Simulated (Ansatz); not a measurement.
Debugging a rigid torsion scan of C2H4OSe, SMILES C=C(O)[SeH] (Ansatz's Python interface).

The script, `torsion.py`:
```python
"""Rigid torsion scan of C2H4OSe."""

import ansatz as az
from ase import Atoms

atoms = Atoms(["C", "C", "O", "Se", "H", "H", "H", "H"], positions=[
    (-0.7496, 0.9172, -0.1032),
    (0.1339, 0.0211, -0.195),
    (1.4488, 0.3821, -0.1805),
    (-0.2868, -1.8142, -0.3497),
    (-0.5198, 1.9981, -0.0467),
    (-1.8472, 0.7126, -0.1362),
    (2.2316, -0.3235, -0.2215),
    (-0.3188, -1.9504, 1.177),
])

# relax first, so that the scan starts from a minimum
first = (
    az.Crystal.molecule_from_ase(atoms)
    .basis(gaussian="def2-SVP")
    .functional("b3lyp", dispersion="d4")
    .relax(force_tolerance=0.02, max_steps=30)
)
atoms.positions = first.run(threads=1, pin="off").report["positions_ang"]

start = atoms.get_dihedral(0, 1, 2, 6)
energies = {}
for turn in range(0, 360, 40):
    turned = atoms.copy()
    turned.set_dihedral(0, 1, 2, 6, start + turn, indices=[2, 6])
    base = (
        az.Crystal.molecule_from_ase(turned).calculation()
        .basis(gaussian="def2-SVP")
        .functional("b3lyp", dispersion="d4")
    )
    energies[round((start + turn) % 360)] = base.run(threads=1, pin="off").report["free_energy_ev"]
floor = min(energies.values())
print("dihedral C0-C1-O2-H6 (deg)   E - E(min) (kJ/mol)")
for angle, e in sorted(energies.items()):
    print(f"{angle:8d} {96.485332 * (e - floor):14.3f}  " + "#" * int(30 * (e - floor) / max(max(energies.values()) - floor, 1e-9)))
```

`python torsion.py` gives:
```text
Traceback (most recent call last):
  File "torsion.py", line 20, in <module>
    .basis(gaussian="def2-SVP")
     ^^^^^
AttributeError: 'Crystal' object has no attribute 'basis'
```

Why does it end like this?

The fault: settings are called on the crystal, without .calculation(). Mended:

```diff
--- before
+++ after
@@ -18,6 +18,6 @@
 first = (
-    az.Crystal.molecule_from_ase(atoms)
+    az.Crystal.molecule_from_ase(atoms).calculation()
     .basis(gaussian="def2-SVP")
     .functional("b3lyp", dispersion="d4")
-    .relax(force_tolerance=0.02, max_steps=30)
+    .relax(force_tolerance=0.02, max_steps=80)
 )
```

After the fix:

```console
$ python torsion.py
dihedral C0-C1-O2-H6 (deg)   E - E(min) (kJ/mol)
       3          6.889  #########
      43         13.701  #################
      83         22.957  ##############################
     123         18.301  #######################
     163          7.207  #########
     203          0.000
     243          9.153  ###########
     283         20.895  ###########################
     323         15.502  ####################
```

What to keep in mind:
- The scan is rigid and the energies are electronic, in a modest basis. With rigid groups the curve can differ much from the relaxed path, the start wasn't checked as a minimum of this torsion, and equivalent turns needn't return to the same energy.
- b3lyp holds the VWN-RPA fit, as in Gaussian; the form of ORCA and Turbomole is b3lyp5.
- Run time: 40 s on 1 thread of Intel(R) Xeon(R) 6975P-C (Granite Rapids), with other jobs on the host, peak memory 0.28 GiB.

(Lines on the test bed's own set-up are left out of the output.)
